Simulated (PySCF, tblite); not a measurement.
# C6H9F2 radical: geometry, infrared bands and EPR parameters

Aim: predict the infrared bands and EPR parameters of C6H9F2 radical (`[CH2]C[C@@H]1C[C@@H]1C(F)F`).

Programs: tblite 0.8.0 and PySCF 2.14.0, with density-fitted response routines of our own. Each step states its level of theory. These are calculated values for one molecule in the gas phase, unless marked as measured. Atoms are numbered from 0 throughout.

**1. The starting structure**

17 atoms, charge 0, multiplicity 2; geometry from: force field or distance geometry start.

Bonds of the start (Å): C0–C1 1.49, C1–C2 1.49, C2–C3 1.51, C3–C4 1.52, C4–C5 1.48, C5–F6 1.36, C5–F7 1.36, C4–C2 1.51, C0–H8 1.08, C0–H9 1.09, C1–H10 1.09, C1–H11 1.11, C2–H12 1.10, C3–H13 1.08, C3–H14 1.08, C4–H15 1.09, C5–H16 1.09.

**2. Optimising the geometry with GFN2-xTB**

Job settings and geometry (Å):

```
{"job": {"kind": "relax", "xc": "GFN2-xTB", "basis": "xTB"}, "charge": 0, "multiplicity": 2}
C     -1.938800    -0.461900     1.051900
C     -1.072400    -0.915300    -0.066200
C     -0.451100     0.192800    -0.848500
C      0.885300     0.020200    -1.519100
C      0.737500     0.992800    -0.364000
C      1.400800     0.759600     0.935600
F      2.666000     1.267800     0.876900
F      0.758000     1.467400     1.902000
H     -1.764800     0.483900     1.553300
H     -2.716000    -1.120100     1.450600
H     -1.665900    -1.541600    -0.738400
H     -0.297700    -1.576600     0.363000
H     -1.222600     0.739300    -1.401900
H      1.025300     0.415300    -2.511300
H      1.430200    -0.898400    -1.333300
H      0.754900     2.052400    -0.601800
H      1.464300    -0.285700     1.241300
```

Run with:

```bash
$ OMP_NUM_THREADS=1 python probes_run.py task.json out
```

The driver reads the jobs from task.json and runs them one after another.

**Question.** This job is followed by: GFN2-xTB harmonic vibrations, gas phase; UKS B3LYP, pcH-1 on C F H, non-relativistic, mean-field spin-orbit, GIAO. Predict these results of the whole session: strongest single infrared mode (GFN2-xTB); zero-point energy (GFN2-xTB); g(iso) (B3LYP); ⟨S²⟩; largest a(iso) (averaged by class); surface potential, 1st and 99th percentile.

**Answer**, as computed:

| quantity | value |
| --- | --- |
| strongest single infrared mode (GFN2-xTB) | 1008 cm⁻¹, 180 km/mol |
| zero-point energy (GFN2-xTB) | 83.3 kcal/mol |
| g(iso) (B3LYP) | 2.00263 |
| ⟨S²⟩ | 0.754 (exact 0.75) |
| largest a(iso) (averaged by class) | 1H on H11, 151.3 MHz |
| surface potential, 1st and 99th percentile | -1.02 V and 1.18 V |

What this shows: The optimisation took 68 steps and gained 0.070 eV; among the close pairs (by a distance rule), C4–C5 changed most, from 1.478 to 1.500 Å. No mode is imaginary among the 45: a minimum at this level. The strongest single mode, at 1008 cm⁻¹, moves mainly C5. Unscaled tight-binding wavenumbers are off by several per cent, some by more. Its intensities can rank the bands wrongly. Most of the unpaired spin sits on C0 (1.08 e). The isotropic g lies 0.3 ppt above the free-electron value.
